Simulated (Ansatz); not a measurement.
MoS₂, space group P-3m1: a test of the smearing width, run with Ansatz 0.2.0, Python API.

`mos2_smear.py`:
```python
'''How the energy of MoS2 depends on the smearing.'''

import ansatz as az
import pandas as pd

lattice = az.Lattice.of(
    (3.227465, 0.0, 0.0),
    (-1.613732, 2.795066, 0.0),
    (0.0, 0.0, 6.312473),
)
sites = [
    ('Mo', (0.0, 0.0, 0.5)),
    ('S', (1 / 3, 2 / 3, 0.255319)),
    ('S', (2 / 3, 1 / 3, 0.744681)),
]
crystal = az.Crystal(lattice=lattice)
for symbol, position in sites:
    crystal = crystal.atom(symbol, position)

setup = (
    crystal.calculation()
    .kpoints(11, 11, 5)
    .functional('pbesol')
    .basis(420)
    .forces()
    .stress()
)

rows = []
for value in [0.25, 0.15, 0.1, 0.05, 0.025]:
    r = setup.occupations('gaussian', width=value).run(threads=1, pin='off').report
    rows.append((value, r['free_energy_ev'] / len(r['lattice']['sites']), r['n_iterations'], sum(r['stress_gpa'][i][i] for i in range(3)) / 3, max(abs(f) for row in r['forces_ev_ang'] for f in row), r['n_kpoints']))

table = pd.DataFrame(rows, columns=['width (eV)', 'F/atom (eV)', 'iterations', 'P (GPa)', 'max component (eV/A)', 'k-points'])
print(table.round(5).to_string(index=False))

# the last row is the reference
for row in rows[:-1]:
    shift = 1000 * (row[1] - rows[-1][1])
    print(f'{row[0]}: {shift:+.2f} meV/atom' + ('  (within 5 meV)' if abs(shift) < 5 else ''))
```

From its runs, with one value withheld:

| width (eV) | F less the first row (meV/atom) |
| --- | --- |
| 0.025 | 0.00 |
| 0.05 | -0.26 |
| 0.1 | -1.33 |
| 0.15 | ? |
| 0.25 | -7.58 |

What is the missing value at a width of 0.15 eV?

For this scheme F falls about as the square of the width where the density of states is smooth. A straight line through the rows shown, against the width squared, has slope -121.6 meV/eV² and intercept 0.01 meV, which gives -2.73 meV at 0.15 eV. The run gave -2.98 meV, a miss of 0.25 meV.

Caveats:
- No spin polarisation was allowed.
- The narrowest width needs the finest mesh, so the last row is no converged reference.
- Pressure is positive in compression.
- This cell is a computed structure, which may not be the phase found in nature.
- Finished in 18 s on 1 thread of Arm Neoverse V1, on a shared host, peak memory 0.46 GiB.
